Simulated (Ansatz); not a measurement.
# SnNH₅ (built from SMILES [NH2][SnH3]): single points off equilibrium

One table from this session's results is given with a row withheld; the runs are named, their logs left out.

Computed with Ansatz 0.2.0, Gaussian basis. Level: single points in def2-TZVPP.

Cores are frozen in the correlated methods. Filled d shells of the heavier atoms are correlated. Core potentials replace the inner electrons past krypton, and spin-orbit coupling is left out.

## Starting geometry

7 atoms, charge 0, spin multiplicity 1.

Atoms are counted from 1 here; the program's logs count them from 0.

Bond lengths: Sn1–N2 2.421 Å, Sn1–H4 1.906 Å, Sn1–H5 1.860 Å, N2–H6 1.073 Å, N2–H7 0.993 Å. Angles: N2–Sn1–H4 80.9°, N2–Sn1–H5 84.9°, H4–Sn1–H5 85.6°, Sn1–N2–H6 120.9°, Sn1–N2–H7 131.5°, H6–N2–H7 107.5°.

Geometry (Å):

```
Sn   -0.52090   -0.25180    1.53980
N     0.55690   -0.63290   -0.59430
H    -0.42640    0.26790   -0.62650
H    -1.63150    0.84110    0.44240
H     0.59180    1.23470    1.64740
H     0.15640   -1.33980   -1.29570
H     1.34780   -0.20660   -1.01740
```

Set-up of the first run:

File run/in.yaml:

```yaml
crystal:
  periodic: [false, false, false]
  atoms:
    - {symbol: Sn, position_ang: [-0.520900, -0.251800, 1.539800]}
    - {symbol: N, position_ang: [0.556900, -0.632900, -0.594300]}
    - {symbol: H, position_ang: [-0.426400, 0.267900, -0.626500]}
    - {symbol: H, position_ang: [-1.631500, 0.841100, 0.442400]}
    - {symbol: H, position_ang: [0.591800, 1.234700, 1.647400]}
    - {symbol: H, position_ang: [0.156400, -1.339800, -1.295700]}
    - {symbol: H, position_ang: [1.347800, -0.206600, -1.017400]}
basis:
  gaussian: {orbitals: def2-TZVPP}
correlation: {method: ccsd_t}
output: {forces: true}
```

The command line of these runs was not kept.

Among the steps run: CCSD(T)/def2-TZVPP; PBE0-D4/def2-TZVPP; wB97M-V/def2-TZVPP; r2SCAN-D4/def2-TZVPP; PBE-D4/def2-TZVPP; SPW92/def2-TZVPP; BLYP-D4/def2-TZVPP.

One of the session's tables, all rows but one given; the rest of the session is left out.

```
   method  RMS force component (eV/Å)  angle to CCSD(T) forces (°)  dipole (D)
  CCSD(T)                       1.624                    reference        3.00
  PBE0-D4                       1.599                          3.3        2.90
  wB97M-V                       1.645                          1.9        2.94
r2SCAN-D4                       1.526                          3.6        2.93
   PBE-D4                       1.443                          7.3        2.87
    SPW92                       1.479                          8.4        2.87
  BLYP-D4                           ?                            ?           ?
```

**Question.** Estimate the row for BLYP-D4.

**Answer.** RMS force component (eV/Å): 1.423; angle to CCSD(T) forces (°): 8.7; dipole (D): 2.88. In the column «RMS force component (eV/Å)» it is the lowest.
